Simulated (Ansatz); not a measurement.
# WH₃+ (triplet): the correlation ladder, def2-QZVPP

The task here is to estimate one member of a computed series from the others.

The runs use Ansatz 0.2.0, Gaussian basis; def2-QZVPP, core rule «outside noble gas», up to 4 orbitals frozen.

The runs, in order: UHF; ROHF; CCSD(T) on UHF.

## The geometry

The geometry is a PBE0/def2-TZVP stationary point (not a proven minimum) of the parent state, kept for this charge and spin. No spin-orbit coupling is included. Elements past krypton take def2 core potentials.

4 atoms, charge 1, spin multiplicity 3.

Atoms are counted from 1 here; the program's logs count them from 0.

Bond lengths: W1–H2 1.710 Å, W1–H3 1.710 Å, W1–H4 1.710 Å. Angles: H2–W1–H3 112.3°, H2–W1–H4 112.3°, H3–W1–H4 112.3°.

The first run:

Input file in.yaml:

```yaml
crystal:
  periodic: [false, false, false]
  atoms:
    - {symbol: W, position_ang: [0.000018, 0.000018, -0.007849]}
    - {symbol: H, position_ang: [1.638941, 0.014192, 0.481052]}
    - {symbol: H, position_ang: [-0.834382, 1.411605, 0.478453]}
    - {symbol: H, position_ang: [-0.807904, -1.429056, 0.472050]}
basis:
  gaussian: {orbitals: "def2-QZVPP.json"}
total_charge: 1
magnetization: {spin_polarized: true, initial_magnetization: 2}
hamiltonian: {xc: hf}
output: {orbitals: {seedname: orbitals}}
```

Launch:

```console
$ ansatz run in.yaml --threads 1 --pin off --events-out ev --progress --plain --max-ram 2560MiB --backend cpu
```

Among the steps run: UHF; ROHF; CCSD(T) on UHF.

One table of the session follows, with a row left open; its other results are not shown here.

```
  method  from UCCSD(T) (kJ/mol)
    ROHF                  +530.7
     UHF                       ?
    UMP2                   +87.9
   UCCSD                   +19.0
UCCSD(T)                       0
```

Q: Estimate the row for UHF from the others.

The run gave: from UCCSD(T) (kJ/mol): +508.1. In the column «from UCCSD(T) (kJ/mol)» it lies between UMP2 (+87.9) and ROHF (+530.7).
